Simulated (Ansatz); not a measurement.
**FH7N2SSi2: one species, many methods**

The task here is to estimate one member of a computed series from the others.

The runs use Ansatz 0.2.0, Gaussian basis; functionals in def2-TZVPP, the program's frozen cores in correlated methods.

Levels to be run: LDA (SPW92), PBE-D4, revPBE-D4, BLYP-D4, r2SCAN-D4, B97M-V, PBE0-D4, B3LYP-D4, r2SCANh-D4, r2SCAN0-D4, HSE06-D4, BHLYP-D4, CAM-B3LYP-D4, LC-ωPBE, ωB97X-V, ωB97M-V, B2PLYP, PBE-QIDH; CCSD(T)/def2-SVP; CCSD(T)/def2-TZVPP; MP2/def2-QZVPP; extrapolation to the limit; RPA on PBE.

### The geometry

An earlier PBE0-D4 in a triple-zeta def2 set relaxation fixed the geometry.

SMILES `N[SiH2]S[SiH](N)F`, 13 atoms, charge 0, spin multiplicity 1.

Atoms are counted from 1 here; the program's logs count them from 0.

Bond lengths: N1–Si2 1.708 Å, N1–H7 1.007 Å, N1–H8 1.007 Å, Si2–S3 2.164 Å, Si2–H9 1.480 Å, Si2–H10 1.482 Å, S3–Si4 2.113 Å, Si4–N5 1.690 Å, Si4–F6 1.607 Å, Si4–H11 1.477 Å, N5–H12 1.006 Å, N5–H13 1.006 Å. Angles: Si2–N1–H7 120.4°, Si2–N1–H8 119.6°, H7–N1–H8 111.1°, N1–Si2–S3 111.9°, N1–Si2–H9 107.1°, N1–Si2–H10 109.4°, S3–Si2–H9 109.3°, S3–Si2–H10 107.2°, H9–Si2–H10 112.0°, Si2–S3–Si4 98.7°, S3–Si4–N5 107.3°, S3–Si4–F6 107.1°, S3–Si4–H11 114.8°, N5–Si4–F6 114.5°, N5–Si4–H11 108.6°, F6–Si4–H11 104.7°, Si4–N5–H12 122.0°, Si4–N5–H13 122.4° and more.

Set-up of the first run:

The input, in.yaml:

```yaml
crystal:
  periodic: [false, false, false]
  atoms:
    - {symbol: N, position_ang: [-2.577516, -1.739418, 0.525756]}
    - {symbol: Si, position_ang: [-1.554701, -0.548891, -0.149047]}
    - {symbol: S, position_ang: [0.205963, -0.216248, 1.065000]}
    - {symbol: Si, position_ang: [1.465033, 0.611960, -0.416546]}
    - {symbol: N, position_ang: [2.680970, 1.472706, 0.380583]}
    - {symbol: F, position_ang: [0.537707, 1.503388, -1.379042]}
    - {symbol: H, position_ang: [-2.263052, -2.692510, 0.613309]}
    - {symbol: H, position_ang: [-3.198943, -1.492465, 1.279028]}
    - {symbol: H, position_ang: [-2.337732, 0.704023, -0.229299]}
    - {symbol: H, position_ang: [-1.089689, -0.998893, -1.482540]}
    - {symbol: H, position_ang: [2.097160, -0.376021, -1.314490]}
    - {symbol: H, position_ang: [3.560298, 1.685258, -0.059371]}
    - {symbol: H, position_ang: [2.494800, 2.052312, 1.181361]}
basis:
  gaussian: {orbitals: def2-TZVPP}
hamiltonian: {xc: lda}
output: {orbitals: {seedname: orbitals}}
```

Launch:

```console
$ ansatz run in.yaml --threads 2 --pin off --events-out ev --progress --plain --max-ram 20480MiB --backend cuda --devices 0, --max-vram 18GiB
```

Steps of the session up to this table: LDA; PBE-D4 (GGA); revPBE-D4 (GGA); BLYP-D4 (GGA); r2SCAN-D4 (meta-GGA); B97M-V (meta-GGA); PBE0-D4 (hybrid); B3LYP-D4 (hybrid); r2SCANh-D4 (hybrid); r2SCAN0-D4 (hybrid); HSE06-D4 (hybrid); BHLYP-D4 (hybrid); CAM-B3LYP-D4 (range-separated); LC-ωPBE (range-separated); ωB97X-V (range-separated); ωB97M-V (range-separated); B2PLYP (double hybrid); PBE-QIDH (double hybrid).

One of the session's tables, all rows but one given; the rest of the session is left out.

It belongs to the step «Orbital energies across the functionals». 

```
  functional  HOMO (eV)  LUMO (eV)  gap (eV)
 LDA (SPW92)      -6.21      -0.74      5.48
      PBE-D4      -6.10      -0.52      5.58
   revPBE-D4      -6.05      -0.42      5.63
     BLYP-D4      -5.94      -0.43      5.51
   r2SCAN-D4      -6.40      -0.06      6.34
      B97M-V      -6.53      -0.33      6.20
     PBE0-D4      -7.34       0.32      7.67
    B3LYP-D4          ?          ?         ?
  r2SCANh-D4      -6.86       0.22      7.07
  r2SCAN0-D4      -7.54       0.62      8.16
    HSE06-D4      -6.94      -0.05      6.90
    BHLYP-D4      -8.43       1.10      9.53
CAM-B3LYP-D4      -8.64       1.24      9.88
     LC-ωPBE     -10.04       2.46     12.50
     ωB97X-V      -9.69       2.29     11.97
     ωB97M-V      -9.52       1.91     11.43
```

Q: Estimate the row for B3LYP-D4 from the others.

Worked estimate for «HOMO (eV)». Against the share of exact exchange, BLYP-D4 (0, -5.94), BHLYP-D4 (0.5, -8.43) give a slope of -4.98 per unit share; at 0.2 the line stands at -6.94.

The run gave: HOMO (eV): -7.09; LUMO (eV): 0.08; gap (eV): 7.17. In «HOMO (eV)» the line misses by +0.15.
